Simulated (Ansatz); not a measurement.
# Cu (Cu (111), 7 layers): how the settings move a single-point run

How sensitive is a single-point run of Cu (Cu (111), 7 layers) to its settings? A reference run comes first, then one run with altered input.

Program: Ansatz 0.2.0. Level of theory: reference: DFT, PBEsol, PAW with Ansatz's default frozen-core files, scalar-relativistic. These are calculated values, not measurements.

### 1 The starting structure

Symmetry: P-3m1, No. 164, trigonal system. The conventional cell has a = 2.520 Å, b = 2.520 Å, c = 28.345 Å, α = 90.00°, β = 90.00°, γ = 120.00°. Around Cu (site symmetry 3m) lie 9 Cu at 2.52 Å. Around Cu (site symmetry 3m) lie 12 Cu at 2.52 Å. Cu (site symmetry -3m) is surrounded by 12 Cu at 2.52 Å.

As a file:

```
Cu
1.0
     2.51982    0.00000    0.00000
    -1.25991    2.18223    0.00000
     0.00000    0.00000   28.34450
Cu
7
Direct
  0.00000 0.00000 0.28224
  0.33333 0.66667 0.35483
  0.66667 0.33333 0.42741
  0.00000 0.00000 0.50000
  0.33333 0.66667 0.57259
  0.66667 0.33333 0.64517
  0.00000 0.00000 0.71776
```

### 2 Reference

The input, input.yaml:

```yaml
crystal:
  lattice:
    - [2.5198192012, 0.0, 0.0]
    - [-1.2599096006, 2.1822274411, 0.0]
    - [0.0, 0.0, 28.3445]
  atoms:
    - { symbol: Cu, position: [0.0, 0.0, 0.2822409536] }
    - { symbol: Cu, position: [0.333333334, 0.666666666, 0.3548273023] }
    - { symbol: Cu, position: [0.666666667, 0.333333333, 0.427413651] }
    - { symbol: Cu, position: [0.0, 0.0, 0.4999999997] }
    - { symbol: Cu, position: [0.333333334, 0.666666666, 0.572586349] }
    - { symbol: Cu, position: [0.666666667, 0.333333333, 0.6451726977] }
    - { symbol: Cu, position: [0.0, 0.0, 0.7177590464] }
kpoints:
  mp_grid: { grid: [18, 18, 1] }
scf:
  occupations: { method: fermi_dirac, width: 0.1 }
hamiltonian:
  xc: pbesol
  pseudopotentials: { kind: paw }
output:
  forces: true
  stress: true
  eigenvalues: true
  populations: true
efield:
  axis: 3
  amplitude: 0
  dipole_correction: true
```

On the command line:

```sh
$ ansatz run input.yaml --threads 3 --pin off --max-ram 8192MiB --backend cpu --events-out ev --progress --plain --runs-dir out
```

### 3 Again, with symmetry.detect false, lower_state_search light

Changes to input.yaml since step 2:

```diff
@@ -13,2 +13,3 @@
     - { symbol: Cu, position: [0.0, 0.0, 0.7177590464] }
+  symmetry: { detect: false }
 kpoints:
@@ -17,2 +18,3 @@
   occupations: { method: fermi_dirac, width: 0.1 }
+  lower_state_search: light
 hamiltonian:
```

**Question.** What will these runs give? Wanted: for each run, ending; energy change; gap; force.

The runs gave:

| run | ending | energy change | gap (eV) | force (eV/Å) | cycles | time |
| --- | --- | --- | --- | --- | --- | --- |
| reference | converged | 0 | 0.00 | 0.09 | 10 | 26 s |
| 1: symmetry.detect false, lower_state_search light | converged | 0.0 meV/atom | 0.00 | 0.09 | 10 | 1.9 min |

Residual by cycle in the longest SCF loop of each run; runs are numbered as in the table. The quantity is the density residual dr2, in eV.

```csv
cycle,reference,run 1
1,0.257,0.256
2,1.62,1.61
3,0.00997,0.0101
4,5.7e-4,5.7e-4
5,1.7e-4,1.7e-4
6,1.5e-5,1.5e-5
7,4.7e-6,4.9e-6
8,7.4e-7,7.2e-7
9,1.2e-7,1.1e-7
10,2.2e-8,1.8e-8
```

**Reading.** The changed input (use of symmetry and search for lower states) leaves the energy the same to the digits printed. Cost: 1.9 min against 26 s.
